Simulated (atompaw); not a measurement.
# A PAW (atompaw) potential for Sn, from input to tests

Do these settings give a usable potential? It is generated, then checked for scattering, ghosts and hardness.

Method: atompaw 4.2.0.5, PBEsol, scalar-relativistic.

**1. Starting point**

Typed settings, in words:

```json
{"element": "tin (Sn, Z = 50)", "type": "PAW", "frozen core": "[Kr] 4d10", "valence charge": "4", "reference configuration": "5s2 5p2", "partial waves": "5s (bound): rc 2.35 bohr; 5s channel at 3.55 Ry: rc 2.35 bohr; 5p (bound): rc 2.25 bohr; 5p channel at 1 Ry: rc 2.25 bohr; 5d channel at 0.35 Ry: rc 2.35 bohr; 5d channel at 1.15 Ry: rc 2.35 bohr", "local potential": "bessel scheme, radius 2.30 bohr", "core correction": "smooth core density matched at 1.75 bohr", "augmentation charge": "sinc compensation charge, radius 2.00 bohr; PAW radius 2.35 bohr; waves and projectors: custom rrkj vanderbiltortho"}
```

The nodes and maxima of the atom's own shells, from an earlier all-electron run, set the scale for the radii.

All-electron outer shells of the reference configuration (PBEsol, scalar-relativistic, ld1.x):

```tsv
shell	level (eV)	outermost node (bohr)	outermost maximum (bohr)
4p	-89.56	0.41	0.79
4d	-25.79	0.39	0.88
5s	-10.59	0.98	2.01
5p	-3.71	1.09	2.55
```

**2. Generating the potential**

Contents of Sn.input:

```
Sn 50
GGA-PBESOL scalarrelativistic loggrid 1500 logderivrange -3 5 201
5 5 4 0 0 0
5 1 2
0 0 0
c
c
c
c
v
c
c
c
v
c
c
2
2.35 2.00 2.30 1.75
y
3.55
n
y
1
n
y
0.35
y
1.15
n
custom rrkj vanderbiltortho sinc
bessel
2.35
2.35
2.25
2.25
2.35
2.35
PWSCFOUT
UPFDX 0.0125d0 UPFXMIN -7.d0 UPFZMESH 50.d0
END
```

The run is started by

```sh
atompaw < Sn.input > Sn.log
```

**Question.** What will these runs give? Wanted: cutoffs for 10 and 1 mRy, occupied levels; bound ghosts; largest phase difference near zero energy, channels read; lowest eigenvalue of the overlap; share of valence orbitals outside the PAW sphere; UPF file.

**Answer**, as computed:

| quantity | value |
| --- | --- |
| cutoffs for 10 and 1 mRy, occupied levels | 6 Ry or less and 8 Ry |
| bound ghosts | d at -11.76 eV |
| largest phase difference near zero energy, channels read | 0.339 rad |
| lowest eigenvalue of the overlap (Bessel basis) | 0.567 (p) |
| share of valence orbitals outside the PAW sphere | 5s 46 %, 5p 73 % |
| UPF file | written |

What this shows: A bound ghost (d) makes it unfit for use: electrons can fall into a state that the atom doesn't have. The potential is soft on the atom at that tolerance: the looser tolerance needs 6 Ry or less. Of the channels read, d scatters worst near zero energy, by up to 0.34 rad. These are tests on the free atom; a crystal test is still owed.
